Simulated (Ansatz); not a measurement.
# TiN (rocksalt): a single-point run

The task is a single-point run on TiN (rocksalt). The structure is shown as the input types it.

Method: DFT r2SCAN, scalar-relativistic, plane waves, PAW, in Ansatz 0.2.0.

1 further run of the same task is left out (it didn't finish). Runs told in other sessions of the task aren't counted.

**1. Starting point**

The structure is cubic, space group Fm-3m (No. 225). Conventional cell: a = 4.233 Å, b = 4.233 Å, c = 4.233 Å, α = 90.00°, β = 90.00°, γ = 90.00°. Ti (site symmetry m-3m) is surrounded by 6 N at 2.12 Å. Around N (site symmetry m-3m) lie 6 Ti at 2.12 Å.

As a file:

```
CELL_PARAMETERS angstrom
0.00000 2.11626 2.11626
2.11626 0.00000 2.11626
2.11626 2.11626 0.00000
ATOMIC_POSITIONS crystal
Ti 0.50000 0.50000 0.50000
N 0.00000 0.00000 0.00000
```

**2. The run**

input.yaml

```yaml
crystal:
  lattice:
    - [0.0, 2.116257385, 2.116257385]
    - [2.116257385, 0.0, 2.116257385]
    - [2.116257385, 2.116257385, 0.0]
  atoms:
    - { symbol: Ti, position: [0.5, 0.5, 0.5], spin: 1.0 }
    - { symbol: "N", position: [0.0, 0.0, 0.0] }
basis:
  ecutwfc: 500
  ecutrho_ratio: 4
kpoints:
  mp_grid: { grid: [14, 14, 14], kspacing: 0.3 }
hamiltonian:
  xc: r2scan
scf:
  occupations: { method: gaussian, width: 0.05 }
  max_iter: 100
output:
  forces: true
  stress: true
magnetization:
  spin_polarized: true
```

On the command line:

```bash
ansatz run input.yaml --threads 2 --pin off --max-ram 2662MiB --backend cpu --events-out ev --progress --plain --runs-dir out
```

**Question.** How will this run end, and is anything wrong with its input?

The program refused the input before any cycle. It says: «invalid value for `kpoints.mp_grid.kspacing`: mutually exclusive with `grid` — set one or the other»

The suspect setting: kpoints.mp_grid.kspacing is 0.3. The mesh can't be built from what was typed.

Fix: delete kpoints.mp_grid.kspacing.
